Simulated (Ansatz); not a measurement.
**C2H6B2: one species, many methods**

The task here is to estimate one member of a computed series from the others.

Computed with Ansatz 0.2.0, Gaussian basis. Level: functionals in def2-TZVPP, the program's frozen cores in correlated methods.

Plan: LDA (SPW92), PBE-D4, revPBE-D4, BLYP-D4, r2SCAN-D4, B97M-V, PBE0-D4, B3LYP-D4, r2SCANh-D4, r2SCAN0-D4, HSE06-D4, BHLYP-D4, CAM-B3LYP-D4, LC-ωPBE, ωB97X-V, ωB97M-V, B2PLYP, PBE-QIDH; CCSD(T)/def2-SVP; CCSD(T)/def2-TZVPP; MP2/def2-QZVPP; extrapolation to the limit; RPA on PBE.

**Structure used throughout**

An earlier PBE0-D4 in a triple-zeta def2 set relaxation fixed the geometry.

SMILES `BBC=C`, 10 atoms, charge 0, spin multiplicity 1.

Atoms are counted from 1 here; the program's logs count them from 0.

Bond lengths: B1–B2 1.642 Å, B1–H5 1.201 Å, B1–H6 1.201 Å, B2–C3 1.544 Å, B2–H7 1.209 Å, C3–C4 1.338 Å, C3–H8 1.089 Å, C4–H9 1.086 Å, C4–H10 1.087 Å. Angles: B2–B1–H5 122.3°, B2–B1–H6 122.3°, H5–B1–H6 115.4°, B1–B2–C3 129.1°, B1–B2–H7 115.5°, C3–B2–H7 115.5°, B2–C3–C4 121.1°, B2–C3–H8 121.6°, C4–C3–H8 117.3°, C3–C4–H9 120.7°, C3–C4–H10 122.7°, H9–C4–H10 116.5°.

Set-up of the first run:

The input, in.yaml:

```yaml
crystal:
  periodic: [false, false, false]
  atoms:
    - {symbol: B, position_ang: [-1.683277, 0.645536, -1.055312]}
    - {symbol: B, position_ang: [-0.163458, 0.357484, -0.505694]}
    - {symbol: C, position_ang: [0.290459, -0.498528, 0.696401]}
    - {symbol: C, position_ang: [1.586587, -0.626148, 1.002933]}
    - {symbol: H, position_ang: [-2.201186, -0.038172, -1.896581]}
    - {symbol: H, position_ang: [-2.329596, 1.589987, -0.689748]}
    - {symbol: H, position_ang: [0.724798, 0.890055, -1.130164]}
    - {symbol: H, position_ang: [-0.426054, -1.021683, 1.327576]}
    - {symbol: H, position_ang: [2.348610, -0.127913, 0.410757]}
    - {symbol: H, position_ang: [1.936121, -1.221818, 1.842732]}
basis:
  gaussian: {orbitals: def2-TZVPP}
hamiltonian: {xc: lda}
output: {orbitals: {seedname: orbitals}}
```

Started as:

```bash
$ ansatz run in.yaml --threads 2 --pin off --events-out ev --progress --plain --max-ram 4352MiB
```

Steps of the session up to this table: LDA; PBE-D4 (GGA); revPBE-D4 (GGA); BLYP-D4 (GGA); r2SCAN-D4 (meta-GGA); B97M-V (meta-GGA); PBE0-D4 (hybrid); B3LYP-D4 (hybrid); r2SCANh-D4 (hybrid); r2SCAN0-D4 (hybrid); HSE06-D4 (hybrid); BHLYP-D4 (hybrid); CAM-B3LYP-D4 (range-separated); LC-ωPBE (range-separated); ωB97X-V (range-separated); ωB97M-V (range-separated); B2PLYP (double hybrid); PBE-QIDH (double hybrid).

One of the session's tables, all rows but one given; the rest of the session is left out.

It belongs to the step «Orbital energies across the functionals». 

```
  functional  HOMO (eV)  LUMO (eV)  gap (eV)
 LDA (SPW92)      -6.83      -3.13      3.70
      PBE-D4      -6.77      -2.89      3.88
   revPBE-D4      -6.73      -2.79      3.94
     BLYP-D4      -6.69      -2.71      3.99
   r2SCAN-D4      -7.05      -2.64      4.41
      B97M-V      -7.15      -2.62      4.53
     PBE0-D4      -8.13      -1.91      6.22
    B3LYP-D4      -7.94      -2.10      5.85
  r2SCANh-D4      -7.55      -2.29      5.26
  r2SCAN0-D4      -8.31      -1.77      6.54
    HSE06-D4      -7.72      -2.29      5.43
    BHLYP-D4      -9.25      -0.80      8.45
CAM-B3LYP-D4      -9.60      -0.76      8.84
     LC-ωPBE     -10.99       0.36     11.35
     ωB97X-V     -10.61       0.30     10.91
     ωB97M-V          ?          ?         ?
```

Q: Estimate the row for ωB97M-V from the others.

The run gave: HOMO (eV): -10.44; LUMO (eV): 0.13; gap (eV): 10.56. In the column «HOMO (eV)» it lies between ωB97X-V (-10.61) and CAM-B3LYP-D4 (-9.60).
